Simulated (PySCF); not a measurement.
# EuH2 (Eu(H)2): the cost of one run

Computed with PySCF 2.14.0. Level: PBE0, Eu lcecp-0-SVP with ECP53, H def2-SVP; scalar-relativistic core potentials, no spin–orbit coupling.

1 further run of the same task is left out (for a known fault of the program).

### 1 The system as given

3 atoms, charge 0, spin multiplicity 1.

Bond lengths: Eu1–H2 2.385 Å, Eu1–H3 2.385 Å. Angles: H2–Eu1–H3 131.8°.

Geometry (Å):

```xyz
3
EuH2
Eu    0.0000    0.0000    0.0000
H     2.1769    0.0000    0.9742
H    -2.1769    0.0000    0.9742
```

Formal oxidation states: Eu +2. Each metal's 7 4f electrons lie in its core potential, so multiplicities, spins and levels count the valence alone.

### 2 SCF at the start, singlet

File run.py (the lines that set the calculation):

```python
mol = gto.M(atom='''
Eu     0.00000     0.00000     0.00000
H      2.17690     0.00000     0.97420
H     -2.17690     0.00000     0.97420''',
    basis={'Eu': 'lcecp-0-SVP', 'H': 'def2-SVP'},
    ecp={'Eu': 'lcecp-0-SVP'},
    charge=0, spin=0)
mf = dft.RKS(mol, xc='PBE0')
mf.grids.atom_grid = (50, 194)  # f atoms: unpruned, at least (60, 302)
mf = mf.density_fit()  # fitting sets: Eu AutoAux, H def2-universal-JKFIT
mf.conv_tol = 1e-08; mf.max_cycle = 55
mf.kernel(dm0)  # dm0: free metal ions and neutral atoms
```

On the command line:

```sh
$ OMP_NUM_THREADS=2 python run.py
```

What time and memory should one allow on 2 threads of Intel Xeon Platinum 8488C (Sapphire Rapids), shared host?

About 1.2 s, with a peak of 0.28 GiB.
